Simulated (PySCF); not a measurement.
# A diatomic session: PAu

One table from this session's results is given with a row withheld; the runs are named, their logs left out.

Program: PySCF 2.14.0. Level of theory: P def2-TZVPP, Au def2-TZVPP with ECP60, scalar-relativistic core potentials. These are calculated values, not measurements.

Set-up of the first run:

A driver script around PySCF takes these settings:

- atoms: P, Au
- charge: 0
- basis: P def2-TZVPP, Au def2-TZVPP with ECP60
- Hamiltonian: scalar-relativistic core potentials
- basis functions: 98
- electrons treated: 34
- masses in u: 30.9738, 196.9666
- levels: PBE0, PBE, r²SCAN, B3LYP, PBEsol, M06-2X, r²SCAN0, HSE06, HF, MP2, SCS-MP2, CCSD, CCSD(T)
- grid: 80 radial by 434 angular points
- occupations: held fixed by the projection of orbital angular momentum
- dissociation limit: P + Au, each in its ground configuration
- starting distance in angstrom: 2.290
- values of 2S to try: 0, 2, 4, 6

The run is started by

```bash
OMP_NUM_THREADS=2 python dia.py task.json out
```

Steps of the session up to this table: The job; PBE0 along the bond; Excited determinants; PBE; r²SCAN; B3LYP; PBEsol (GGA); M06-2X (hybrid meta-GGA); r²SCAN0; HSE06; UHF; Adding correlation.

One table of the session follows, with a row left open; its other results are not shown here.

```
      level  Re (Å)  ωe (cm⁻¹)  De (eV)
        UHF   2.329        310     0.71
    UHF-MP2   2.167        409     2.40
UHF-SCS-MP2   2.190        391     2.24
   UHF-CCSD   2.224        374     2.05
UHF-CCSD(T)   2.214        381     2.28
        PBE   2.210        380     2.81
     PBEsol   2.185        399     3.12
     r²SCAN   2.196        393     2.76
      B3LYP       ?          ?        ?
       PBE0   2.214        376     2.45
    r²SCAN0   2.202        387     2.45
      HSE06   2.219        373     2.46
     M06-2X   2.214        365     2.15
```

Estimate the missing values for B3LYP.

The run gave: Re (Å): 2.234; ωe (cm⁻¹): 361; De (eV): 2.40. In the column «Re (Å)» it lies between UHF-CCSD (2.224) and UHF (2.329).
